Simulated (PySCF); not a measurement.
**TeH2: fields and orbitals, part 1 of 3**

Aim: take TeH2 and localise its valence orbitals, measure its response to a uniform field, compute its lowest excited states, see where an electron leaves and enters and analyse its density (charges, bond critical points, surface potential).

Program: PySCF 2.14.0. Level of theory: levels as typed in each script, gas phase, geometry from GFN2-xTB. These are calculated values, not measurements.

**1. The system as given**

SMILES `[TeH2]`, 3 atoms, charge 0, spin multiplicity 1.

Bond lengths: Te1–H2 1.641 Å, Te1–H3 1.641 Å. Angles: H2–Te1–H3 87.8°.

As a file:

```mol
H2Te
  3D, bonds by distance, orders not assigned

  3  2  0  0  0  0  0  0  0  0999 V2000
   -0.0438   -0.0000    0.0000 Te  0  0
    1.1395   -1.1372    0.0000 H   0  0
    1.1371    1.1395    0.0000 H   0  0
  1  2  8  0
  1  3  8  0
M  END
```

**2. Localised orbitals (PBE0/def2-tzvp)**

Contents of input.py:

```python
import numpy as np
from pyscf import gto, scf, dft, lo
from pyscf.data.elements import chemcore

def solve(mol, dm0=None, hcore=None):
    mf = (dft.UKS if mol.spin else dft.RKS)(mol, xc='pbe0')
    mf.grids.level = 3
    mf = mf.density_fit(auxbasis='def2-universal-jkfit')
    mf.conv_tol, mf.max_cycle = 1e-8, 80
    if hcore is not None:
        mf.get_hcore = lambda *args: hcore
    mf.kernel(dm0)
    if not mf.converged:
        mf = mf.newton().run(mf.mo_coeff, mf.mo_occ, max_cycle=30)
    assert mf.converged, 'SCF not converged'
    return mf

mol = gto.M(atom='''
Te    -0.04378    -0.00004     0.00000
H      1.13954    -1.13721     0.00000
H      1.13713     1.13954     0.00000
''', basis='def2-tzvp', ecp={'Te': 'def2-tzvp'}, charge=0, spin=0, verbose=4)
mf = solve(mol)
occ_all = mf.mo_coeff[:, mf.mo_occ > 0]
occ = occ_all[:, chemcore(mol):]
pm = lo.PM(mol, occ, pop_method='meta_lowdin')
loc = pm.kernel()
for _ in range(5):
    new, stable = pm.stability_jacobi(return_status=True)
    if stable:
        break
    loc = pm.kernel(new)
fock, s = mf.get_fock(), mf.get_ovlp()
ortho = lo.orth_ao(mol, 'meta_lowdin')
labels = mol.ao_labels(fmt=None)
vir = loc[:, :0]
both = np.hstack([loc, vir])
p = (ortho.T @ s @ both) ** 2
pop = np.array([p[[l[0] == a for l in labels]].sum(0) for a in range(mol.natm)])
spd = np.array([[p[[l[0] == a and l[2][-1] == k for l in labels]].sum(0) for k in 'spd'] for a in range(mol.natm)])
eps = np.einsum('pi,pq,qi->i', both, fock, both)
for i in np.argsort(eps):
    top = np.argsort(-pop[:, i])[:3]
    print('%3d %s %9.4f Eh ' % (i + 1, 'occ' if i < loc.shape[1] else 'vir', eps[i]), '  '.join('%s%d %.3f' % (mol.atom_symbol(a), a + 1, pop[a, i]) for a in top))
np.savez('result.npz', c=both, nocc=loc.shape[1], pop=pop, spd=spd, eps=eps, e=mf.e_tot)
```

Launch:

```console
$ OMP_NUM_THREADS=1 python input.py
```

Standard output:

```text
[ENV] PYSCF_TMPDIR <dir>
[ENV] PYSCF_MAX_MEMORY 1650
[INPUT] verbose = 4
[INPUT] num. atoms = 3
[INPUT] num. electrons = 26
[INPUT] charge = 0
[INPUT] spin (= nelec alpha-beta = 2S) = 0
[INPUT] symmetry False subgroup None
[INPUT] Mole.unit = angstrom
[INPUT] Symbol           X                Y                Z      unit          X                Y                Z       unit  Magmom
[INPUT]  1 Te    -0.043780000000  -0.000040000000   0.000000000000 AA   -0.082732209733  -0.000075589045   0.000000000000 Bohr   0.0
[INPUT]  2 H      1.139540000000  -1.137210000000   0.000000000000 AA    2.153418507987  -2.149015446117   0.000000000000 Bohr   0.0
[INPUT]  3 H      1.137130000000   1.139540000000   0.000000000000 AA    2.148864268027   2.153418507987   0.000000000000 Bohr   0.0

nuclear repulsion = 15.7099079575855
number of shells = 24
number of NR pGTOs = 108
number of NR cGTOs = 62
basis = def2-tzvp
ecp = {'Te': 'def2-tzvp'}

******** <class 'pyscf.df.df_jk.DFRKS'> ********
method = DFRKS
initial guess = minao
damping factor = 0
level_shift factor = 0
DIIS = <class 'pyscf.scf.diis.CDIIS'>
diis_start_cycle = 1
diis_space = 8
diis_damp = 0
SCF conv_tol = 1e-08
SCF conv_tol_grad = None
SCF max_cycles = 80
direct_scf = False
XC library pyscf.dft.libxc version 7.0.0
    S. Lehtola, C. Steigemann, M. J.T. Oliveira, and M. A.L. Marques.,  SoftwareX 7, 1–5 (2018)
XC functionals = pbe0
    C. Adamo and V. Barone.,  J. Chem. Phys. 110, 6158 (1999)
    M. Ernzerhof and G. E. Scuseria.,  J. Chem. Phys. 110, 5029 (1999)
radial grids:
    Treutler-Ahlrichs [JCP 102, 346 (1995); DOI:10.1063/1.469408] (M4) radial grids

becke partition: Becke, JCP 88, 2547 (1988); DOI:10.1063/1.454033
pruning grids: <function nwchem_prune at 0x72d15e193740>
grids dens level: 3
symmetrized grids: False
atomic radii adjust function: <function treutler_atomic_radii_adjust at 0x72d15e193ce0>
small_rho_cutoff = 0
Set gradient conv threshold to 0.0001
Initial guess from minao.
tot grids = 41576
******** <class 'pyscf.df.df.DF'> ********
auxbasis = def2-universal-jkfit
init E= -227.369184120848
  HOMO = -0.924032826800417  LUMO = -0.57224449060222  gap/eV = 9.57265
cycle= 1 E= -267.665241829285  delta_E= -40.3  |g|=    3  |ddm|= 27.8
  HOMO = 0.00353101343315032  LUMO = 0.108904808817526  gap/eV = 2.86737
cycle= 2 E= -267.700934254982  delta_E= -0.0357  |g|= 3.26  |ddm|= 8.62
  HOMO = -0.230568477638722  LUMO = -0.0332506680535367  gap/eV = 5.36929
cycle= 3 E= -269.214900593163  delta_E= -1.51  |g|= 0.158  |ddm|= 3.91
  HOMO = -0.239210938720055  LUMO = -0.0242229484478642  gap/eV = 5.85012
cycle= 4 E= -269.215102586313  delta_E= -0.000202  |g|= 0.14  |ddm|= 0.18
  HOMO = -0.240769535350003  LUMO = -0.0253042815395252  gap/eV = 5.86311
cycle= 5 E= -269.218109365574  delta_E= -0.00301  |g|= 0.00462  |ddm|= 0.0962
  HOMO = -0.241704979762376  LUMO = -0.0262071961778547  gap/eV = 5.86399
cycle= 6 E= -269.218114717045  delta_E= -5.35e-06  |g|= 0.000891  |ddm|= 0.00934
  HOMO = -0.241381200056754  LUMO = -0.0259138823911451  gap/eV = 5.86316
cycle= 7 E= -269.218114954281  delta_E= -2.37e-07  |g|= 6.6e-05  |ddm|= 0.00211
  HOMO = -0.241380301964773  LUMO = -0.0259018677787459  gap/eV = 5.86347
cycle= 8 E= -269.218114955162  delta_E= -8.81e-10  |g|= 1.86e-05  |ddm|= 0.000121
  HOMO = -0.241375815392274  LUMO = -0.0259006223051532  gap/eV = 5.86338
Extra cycle  E= -269.218114955166  delta_E= -3.81e-12  |g|= 2.29e-05  |ddm|= 5.62e-05
converged SCF energy = -269.218114955166

******** <class 'pyscf.lo.pipek.PipekMezey'> ********
conv_tol = 1e-06
conv_tol_grad = None
max_cycle = 100
max_stepsize = 0.05
max_iters = 20
kf_interval = 5
kf_trust_region = 5
ah_start_tol = 1000000000.0
ah_start_cycle = 1
ah_level_shift = 0
ah_conv_tol = 1e-12
ah_lindep = 1e-14
ah_max_cycle = 40
ah_trust_region = 3
init_guess = atomic
algorithm = ciah
pop_method = meta_lowdin
exponent = 2
Set conv_tol_grad to 0.000316228
Init f(x)= 8.2408672105514  |g|= 0.238227
macro= 1  f(x)= 8.2469686519209  delta_f= 0.00610144  |g|= 0.00324532  3 KF 6 Hx
macro= 2  f(x)= 8.2469756918553  delta_f= 7.03993e-06  |g|= 7.9102e-05  2 KF 6 Hx
macro= 3  f(x)= 8.2469757045752  delta_f= 1.272e-08  |g|= 8.63942e-05  1 KF 2 Hx
macro X = 3  f(x)= 8.2469757045752  |g|= 8.63942e-05  6 intor 6 KF 14 Hx
PipekMezey is stable in the Jacobi stability analysis
  1 occ   -1.6270 Eh  Te1 1.000  H2 0.000  H3 0.000
  2 occ   -1.6242 Eh  Te1 1.000  H3 0.000  H2 0.000
  3 occ   -1.6172 Eh  Te1 1.000  H2 0.000  H3 0.000
  4 occ   -1.6050 Eh  Te1 1.000  H2 0.000  H3 0.000
  5 occ   -1.5714 Eh  Te1 0.993  H2 0.003  H3 0.003
  6 occ   -0.5992 Eh  Te1 0.986  H3 0.007  H2 0.007
  7 occ   -0.4291 Eh  H3 0.783  Te1 0.214  H2 0.003
  8 occ   -0.4291 Eh  H2 0.783  Te1 0.214  H3 0.003
  9 occ   -0.2503 Eh  Te1 0.986  H3 0.007  H2 0.007
```

It took 2 s on 1 thread of Intel Xeon 6975P-C (Granite Rapids), shared host; peak memory 0.22 GiB.

**3. Response to an electric field (PBE0/def2-svpd)**

Contents of input.py:

```python
import numpy as np
from pyscf import gto, scf, dft
from pyscf.scf import atom_ks, atom_hf
from scipy.linalg import block_diag

def solve(mol, dm0=None, hcore=None):
    mf = (dft.UKS if mol.spin else dft.RKS)(mol, xc='pbe0')
    mf.grids.level = 3
    mf = mf.density_fit(auxbasis='def2-universal-jkfit')
    mf.conv_tol, mf.max_cycle = 1e-8, 80
    if hcore is not None:
        mf.get_hcore = lambda *args: hcore
    mf.kernel(dm0)
    if not mf.converged:
        mf = mf.newton().run(mf.mo_coeff, mf.mo_occ, max_cycle=30)
    assert mf.converged, 'SCF not converged'
    return mf

mol = gto.M(atom='''
Te    -0.04378    -0.00004     0.00000
H      1.13954    -1.13721     0.00000
H      1.13713     1.13954     0.00000
''', basis='def2-svpd', ecp={'Te': 'def2-svpd'}, charge=0, spin=0, verbose=4)
field = np.array([-0.0, -0.005, -0.0])  # atomic units
mol.set_common_orig(mol.atom_charges() @ mol.atom_coords() / mol.atom_charges().sum())
mf = solve(mol)
out = dict(dm0=mf.make_rdm1(), d0=mf.dip_moment(unit='AU'), e0=mf.e_tot)
for name, sign in (('p', 1), ('m', -1)):
    h = mf.get_hcore() + sign * np.einsum('x,xij->ij', field, mol.intor('int1e_r'))
    mi = solve(mol, mf.make_rdm1(), h)
    out.update({'dm' + name: mi.make_rdm1(), 'd' + name: mi.dip_moment(unit='AU'), 'e' + name: mi.e_tot})
# spherically averaged free atoms, for the promolecule
atom_ks.AtomSphAverageRKS.init_guess_by_vsap = lambda self, mol=None: self.init_guess_by_minao(mol)  # core potentials
atm = atom_ks.get_atm_nrks(mol, xc='pbe0')
pro = block_diag(*[(atm[a[0]][2] * atm[a[0]][3]) @ atm[a[0]][2].T for a in mol._atom])
np.savez('result.npz', pro=pro, **out)
```

Launch:

```console
$ OMP_NUM_THREADS=1 python input.py
```

Standard output:

```text
[ENV] PYSCF_TMPDIR <dir>
[ENV] PYSCF_MAX_MEMORY 1650
[INPUT] verbose = 4
[INPUT] num. atoms = 3
[INPUT] num. electrons = 26
[INPUT] charge = 0
[INPUT] spin (= nelec alpha-beta = 2S) = 0
[INPUT] symmetry False subgroup None
[INPUT] Mole.unit = angstrom
[INPUT] Symbol           X                Y                Z      unit          X                Y                Z       unit  Magmom
[INPUT]  1 Te    -0.043780000000  -0.000040000000   0.000000000000 AA   -0.082732209733  -0.000075589045   0.000000000000 Bohr   0.0
[INPUT]  2 H      1.139540000000  -1.137210000000   0.000000000000 AA    2.153418507987  -2.149015446117   0.000000000000 Bohr   0.0
[INPUT]  3 H      1.137130000000   1.139540000000   0.000000000000 AA    2.148864268027   2.153418507987   0.000000000000 Bohr   0.0

nuclear repulsion = 15.7099079575855
number of shells = 21
number of NR pGTOs = 90
number of NR cGTOs = 51
basis = def2-svpd
ecp = {'Te': 'def2-svpd'}

******** <class 'pyscf.df.df_jk.DFRKS'> ********
method = DFRKS
initial guess = minao
damping factor = 0
level_shift factor = 0
DIIS = <class 'pyscf.scf.diis.CDIIS'>
diis_start_cycle = 1
diis_space = 8
diis_damp = 0
SCF conv_tol = 1e-08
SCF conv_tol_grad = None
SCF max_cycles = 80
direct_scf = False
XC library pyscf.dft.libxc version 7.0.0
    S. Lehtola, C. Steigemann, M. J.T. Oliveira, and M. A.L. Marques.,  SoftwareX 7, 1–5 (2018)
XC functionals = pbe0
    C. Adamo and V. Barone.,  J. Chem. Phys. 110, 6158 (1999)
    M. Ernzerhof and G. E. Scuseria.,  J. Chem. Phys. 110, 5029 (1999)
radial grids:
    Treutler-Ahlrichs [JCP 102, 346 (1995); DOI:10.1063/1.469408] (M4) radial grids

becke partition: Becke, JCP 88, 2547 (1988); DOI:10.1063/1.454033
pruning grids: <function nwchem_prune at 0x7ac393a6b740>
grids dens level: 3
symmetrized grids: False
atomic radii adjust function: <function treutler_atomic_radii_adjust at 0x7ac393a6bce0>
small_rho_cutoff = 0
Set gradient conv threshold to 0.0001
[... 1 set-up line as earlier in the session ...]
tot grids = 41576
******** <class 'pyscf.df.df.DF'> ********
auxbasis = def2-universal-jkfit
init E= -241.087993007643
  HOMO = -1.05226940728096  LUMO = -0.654261032100761  gap/eV = 10.83036
cycle= 1 E= -267.841810567628  delta_E= -26.8  |g|=  2.6  |ddm|= 8.97
  HOMO = -0.00636377638263763  LUMO = 0.0311402402078054  gap/eV = 1.02054
cycle= 2 E= -267.952718158627  delta_E= -0.111  |g|= 2.24  |ddm|= 8.33
  HOMO = -0.291246944071208  LUMO = -0.0770879970361058  gap/eV = 5.82756
cycle= 3 E= -269.180387305934  delta_E= -1.23  |g|= 0.251  |ddm|=  3.2
  HOMO = -0.23225531188104  LUMO = -0.0248813724901398  gap/eV = 5.64293
cycle= 4 E= -269.201476537077  delta_E= -0.0211  |g|= 0.113  |ddm|= 0.621
  HOMO = -0.23736275980511  LUMO = -0.0252670241940409  gap/eV = 5.77142
cycle= 5 E= -269.20721736555  delta_E= -0.00574  |g|= 0.0124  |ddm|= 0.162
  HOMO = -0.2409290383205  LUMO = -0.0274869866338046  gap/eV = 5.80805
cycle= 6 E= -269.207276654911  delta_E= -5.93e-05  |g|= 0.00118  |ddm|= 0.0231
  HOMO = -0.240738249278569  LUMO = -0.0274360114128092  gap/eV = 5.80425
cycle= 7 E= -269.207277212818  delta_E= -5.58e-07  |g|= 8.6e-05  |ddm|= 0.00246
  HOMO = -0.240705031966977  LUMO = -0.0273873955283799  gap/eV = 5.80467
cycle= 8 E= -269.207277216553  delta_E= -3.74e-09  |g|= 1.24e-05  |ddm|= 0.000229
  HOMO = -0.240700759585843  LUMO = -0.0273854357973242  gap/eV = 5.80461
Extra cycle  E= -269.20727721661  delta_E= -5.63e-11  |g|= 1.01e-05  |ddm|= 4.29e-05
converged SCF energy = -269.20727721661
Dipole moment(X, Y, Z, A.U.):  0.07831,  0.00009, -0.00000

******** <class 'pyscf.df.df_jk.DFRKS'> ********
method = DFRKS
initial guess = minao
damping factor = 0
level_shift factor = 0
DIIS = <class 'pyscf.scf.diis.CDIIS'>
diis_start_cycle = 1
diis_space = 8
diis_damp = 0
SCF conv_tol = 1e-08
SCF conv_tol_grad = None
SCF max_cycles = 80
direct_scf = False
XC library pyscf.dft.libxc version 7.0.0
    S. Lehtola, C. Steigemann, M. J.T. Oliveira, and M. A.L. Marques.,  SoftwareX 7, 1–5 (2018)
XC functionals = pbe0
    C. Adamo and V. Barone.,  J. Chem. Phys. 110, 6158 (1999)
    M. Ernzerhof and G. E. Scuseria.,  J. Chem. Phys. 110, 5029 (1999)
radial grids:
    Treutler-Ahlrichs [JCP 102, 346 (1995); DOI:10.1063/1.469408] (M4) radial grids

becke partition: Becke, JCP 88, 2547 (1988); DOI:10.1063/1.454033
pruning grids: <function nwchem_prune at 0x7ac393a6b740>
grids dens level: 3
symmetrized grids: False
atomic radii adjust function: <function treutler_atomic_radii_adjust at 0x7ac393a6bce0>
small_rho_cutoff = 0
Overwritten attributes  get_hcore  of <class 'pyscf.df.df_jk.DFRKS'>
Set gradient conv threshold to 0.0001
tot grids = 41576
******** <class 'pyscf.df.df.DF'> ********
auxbasis = def2-universal-jkfit
init E= -269.20727676292
  HOMO = -0.240822489604938  LUMO = -0.0281157367680986  gap/eV = 5.78805
cycle= 1 E= -269.207510876377  delta_E= -0.000234  |g|= 0.0254  |ddm|= 0.0812
  HOMO = -0.240980229705087  LUMO = -0.0281737248796405  gap/eV = 5.79076
cycle= 2 E= -269.207528852663  delta_E= -1.8e-05  |g|= 0.0247  |ddm|= 0.07
  HOMO = -0.240884169931333  LUMO = -0.0280921844713236  gap/eV = 5.79036
cycle= 3 E= -269.207806720813  delta_E= -0.000278  |g|= 0.00012  |ddm|= 0.0338
  HOMO = -0.24091101613476  LUMO = -0.0281034978764652  gap/eV = 5.79079
cycle= 4 E= -269.20780672818  delta_E= -7.37e-09  |g|= 7.67e-05  |ddm|= 0.000428
  HOMO = -0.240891147078383  LUMO = -0.0280932633257525  gap/eV = 5.79053
Extra cycle  E= -269.207806728422  delta_E= -2.42e-10  |g|= 7.11e-05  |ddm|= 0.000249
converged SCF energy = -269.207806728422
Dipole moment(X, Y, Z, A.U.):  0.07813, -0.21190, -0.00000

******** <class 'pyscf.df.df_jk.DFRKS'> ********
method = DFRKS
initial guess = minao
damping factor = 0
level_shift factor = 0
DIIS = <class 'pyscf.scf.diis.CDIIS'>
diis_start_cycle = 1
diis_space = 8
diis_damp = 0
SCF conv_tol = 1e-08
SCF conv_tol_grad = None
SCF max_cycles = 80
direct_scf = False
XC library pyscf.dft.libxc version 7.0.0
    S. Lehtola, C. Steigemann, M. J.T. Oliveira, and M. A.L. Marques.,  SoftwareX 7, 1–5 (2018)
XC functionals = pbe0
    C. Adamo and V. Barone.,  J. Chem. Phys. 110, 6158 (1999)
    M. Ernzerhof and G. E. Scuseria.,  J. Chem. Phys. 110, 5029 (1999)
radial grids:
    Treutler-Ahlrichs [JCP 102, 346 (1995); DOI:10.1063/1.469408] (M4) radial grids

becke partition: Becke, JCP 88, 2547 (1988); DOI:10.1063/1.454033
pruning grids: <function nwchem_prune at 0x7ac393a6b740>
grids dens level: 3
symmetrized grids: False
atomic radii adjust function: <function treutler_atomic_radii_adjust at 0x7ac393a6bce0>
small_rho_cutoff = 0
Set gradient conv threshold to 0.0001
tot grids = 41576
******** <class 'pyscf.df.df.DF'> ********
auxbasis = def2-universal-jkfit
init E= -269.207277670299
  HOMO = -0.240823122578473  LUMO = -0.0281174734614291  gap/eV = 5.78802
cycle= 1 E= -269.207511804219  delta_E= -0.000234  |g|= 0.0254  |ddm|= 0.0812
  HOMO = -0.240975340674953  LUMO = -0.028171340349358  gap/eV = 5.79069
cycle= 2 E= -269.207529793597  delta_E= -1.8e-05  |g|= 0.0247  |ddm|= 0.07
  HOMO = -0.240882938536332  LUMO = -0.0280923065582188  gap/eV = 5.79033
cycle= 3 E= -269.207807699083  delta_E= -0.000278  |g|= 0.000119  |ddm|= 0.0338
  HOMO = -0.240909243420375  LUMO = -0.0281033271514319  gap/eV = 5.79074
cycle= 4 E= -269.20780770643  delta_E= -7.35e-09  |g|= 7.6e-05  |ddm|= 0.000426
  HOMO = -0.240889754959825  LUMO = -0.0280933066261388  gap/eV = 5.79049
Extra cycle  E= -269.207807706665  delta_E= -2.35e-10  |g|= 7.07e-05  |ddm|= 0.000247
converged SCF energy = -269.207807706665
Dipole moment(X, Y, Z, A.U.):  0.07813,  0.21210, -0.00000
Spherically averaged atomic KS for {'H', 'Te'}

******** <class 'pyscf.scf.atom_ks.AtomSphAverageRKS'> ********
method = AtomSphAverageRKS
initial guess = vsap
damping factor = 0
level_shift factor = 0
diis_start_cycle = 1
diis_space = 12
SCF conv_tol = 1e-09
SCF conv_tol_grad = None
SCF max_cycles = 50
direct_scf = True
direct_scf_tol = 1e-13
XC library pyscf.dft.libxc version 7.0.0
    S. Lehtola, C. Steigemann, M. J.T. Oliveira, and M. A.L. Marques.,  SoftwareX 7, 1–5 (2018)
XC functionals = pbe0
    C. Adamo and V. Barone.,  J. Chem. Phys. 110, 6158 (1999)
    M. Ernzerhof and G. E. Scuseria.,  J. Chem. Phys. 110, 5029 (1999)
radial grids:
    Treutler-Ahlrichs [JCP 102, 346 (1995); DOI:10.1063/1.469408] (M4) radial grids

becke partition: Becke, JCP 88, 2547 (1988); DOI:10.1063/1.454033
pruning grids: <function nwchem_prune at 0x7ac393a6b740>
grids dens level: 3
symmetrized grids: False
atomic radii adjust function: <function treutler_atomic_radii_adjust at 0x7ac393a6bce0>
User specified grid scheme (100, 434)
small_rho_cutoff = 0
Set gradient conv threshold to 3.16228e-05
tot grids = 22968
init E= -224.439141625557
cycle= 1 E= -251.412170668666  delta_E=  -27  |g|=    0  |ddm|= 7.58
cycle= 2 E= -251.824339203064  delta_E= -0.412  |g|=    0  |ddm|=  5.7
cycle= 3 E= -252.16795205082  delta_E= -0.344  |g|=    0  |ddm|= 2.33
cycle= 4 E= -252.188058613671  delta_E= -0.0201  |g|=    0  |ddm|= 1.12
cycle= 5 E= -252.198926182656  delta_E= -0.0109  |g|=    0  |ddm|= 0.512
cycle= 6 E= -252.199769399846  delta_E= -0.000843  |g|=    0  |ddm|= 0.216
cycle= 7 E= -252.200198683656  delta_E= -0.000429  |g|=    0  |ddm|= 0.105
cycle= 8 E= -252.200232555352  delta_E= -3.39e-05  |g|=    0  |ddm|= 0.0426
cycle= 9 E= -252.200249594192  delta_E= -1.7e-05  |g|=    0  |ddm|= 0.0212
cycle= 10 E= -252.200250947347  delta_E= -1.35e-06  |g|=    0  |ddm|= 0.00847
cycle= 11 E= -252.200251626441  delta_E= -6.79e-07  |g|=    0  |ddm|= 0.00423
cycle= 12 E= -252.200251680445  delta_E= -5.4e-08  |g|=    0  |ddm|= 0.00169
cycle= 13 E= -252.200251707535  delta_E= -2.71e-08  |g|=    0  |ddm|= 0.000845
cycle= 14 E= -252.200251709689  delta_E= -2.15e-09  |g|=    0  |ddm|= 0.000338
cycle= 15 E= -252.200251710872  delta_E= -1.18e-09  |g|=    0  |ddm|= 0.000106
cycle= 16 E= -252.200251710901  delta_E= -2.85e-11  |g|=    0  |ddm|= 1.36e-05
Extra cycle  E= -252.200251710903  delta_E= -2.56e-12  |g|=    0  |ddm|= 1.14e-05
Atomic HF for atom  Te  converged. SCF energy = -252.200251710903

******** <class 'pyscf.scf.atom_ks.AtomSphAverageRKS'> ********
method = AtomSphAverageRKS
initial guess = vsap
damping factor = 0
level_shift factor = 0
diis_start_cycle = 1
diis_space = 12
SCF conv_tol = 1e-09
SCF conv_tol_grad = None
SCF max_cycles = 50
direct_scf = True
direct_scf_tol = 1e-13
XC library pyscf.dft.libxc version 7.0.0
    S. Lehtola, C. Steigemann, M. J.T. Oliveira, and M. A.L. Marques.,  SoftwareX 7, 1–5 (2018)
XC functionals = pbe0
    C. Adamo and V. Barone.,  J. Chem. Phys. 110, 6158 (1999)
    M. Ernzerhof and G. E. Scuseria.,  J. Chem. Phys. 110, 5029 (1999)
radial grids:
    Treutler-Ahlrichs [JCP 102, 346 (1995); DOI:10.1063/1.469408] (M4) radial grids

becke partition: Becke, JCP 88, 2547 (1988); DOI:10.1063/1.454033
pruning grids: <function nwchem_prune at 0x7ac393a6b740>
grids dens level: 3
symmetrized grids: False
atomic radii adjust function: <function treutler_atomic_radii_adjust at 0x7ac393a6bce0>
User specified grid scheme (100, 434)
small_rho_cutoff = 0
Set gradient conv threshold to 3.16228e-05
tot grids = 26240
init E= 15.2893549045313
cycle= 1 E= 15.2758580037939  delta_E= -0.0135  |g|=    0  |ddm|= 0.28
cycle= 2 E= 15.2757809082917  delta_E= -7.71e-05  |g|=    0  |ddm|= 0.0211
cycle= 3 E= 15.2757806330794  delta_E= -2.75e-07  |g|=    0  |ddm|= 0.00126
cycle= 4 E= 15.275780632042  delta_E= -1.04e-09  |g|=    0  |ddm|= 7.73e-05
cycle= 5 E= 15.275780632039  delta_E= -3.05e-12  |g|=    0  |ddm|= 2.37e-06
Extra cycle  E= 15.2757806320381  delta_E= -8.56e-13  |g|=    0  |ddm|= 2.22e-06
Atomic HF for atom  H  converged. SCF energy = 15.2757806320381
```

It took 3.2 s on 1 thread of Intel Xeon 6975P-C (Granite Rapids), shared host; peak memory 0.2 GiB.

The free atoms at the end serve only for the promolecule density; their printed energies are not used.

**4. What the saved matrices give**

Change of the density in a field of 0.26 V/Å.

The induced dipole is 0.54 D (along the field); α along this axis, from the fields in both directions, is 42 bohr³ (6.3 Å³).

(Continued in part 2 of 3.)
